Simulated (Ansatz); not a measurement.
# Gd (Gadolinium): the cost of one run

Method: DFT PBE+U, scalar-relativistic, plane waves, PAW, in Ansatz 0.2.0.

### 1 The structure to begin with

It takes space group P6_3/mmc (No. 194, hexagonal). The conventional cell has a = 3.653 Å, b = 3.653 Å, c = 5.848 Å, α = 90.00°, β = 90.00°, γ = 120.00°. Gd (site symmetry -6m2) is surrounded by 12 Gd at 3.61 to 3.65 Å.

As a file:

```
CELL_PARAMETERS angstrom
3.65338 0.00000 0.00000
-1.82669 3.16392 0.00000
0.00000 0.00000 5.84760
ATOMIC_POSITIONS crystal
Gd 0.33333 0.66667 0.25000
Gd 0.66667 0.33333 0.75000
```

### 2 Coarse mesh, to find the state of the open shells

input.yaml reads:

```yaml
crystal:
  lattice:
    - [3.6533757616, 0.0, 0.0]
    - [-1.8266878808, 3.1639162191, 0.0]
    - [0.0, 0.0, 5.8476014095]
  atoms:
    - { symbol: Gd, position: [0.3333333333, 0.6666666667, 0.25], spin: 7.0 }
    - { symbol: Gd, position: [0.6666666667, 0.3333333333, 0.75], spin: -7.0 }
basis:
  ecutwfc: 420
  ecutrho_ratio: 4
kpoints:
  mp_grid: { grid: [4, 4, 3] }
hamiltonian:
  xc: pbe
  hubbard: { sites: [{ species: Gd, l: f, u_eff: 6.0 }] }
scf:
  occupations: { method: gaussian, width: 0.05 }
output:
  forces: true
  stress: true
  eigenvalues: true
  populations: true
  hubbard: { sites: [{ species: Gd, l: f }] }
magnetization:
  spin_polarized: true
```

The run is started by

```bash
$ ansatz run input.yaml --threads 2 --pin off --max-ram 5120MiB --backend cpu --events-out ev --progress --plain --runs-dir out
```

**Question.** How long does this run take on 2 threads of Intel Xeon at 2.50GHz (Skylake/Cascade Lake), shared host, and how much memory does it need?

About 20 s, with a peak of 0.4 GiB.
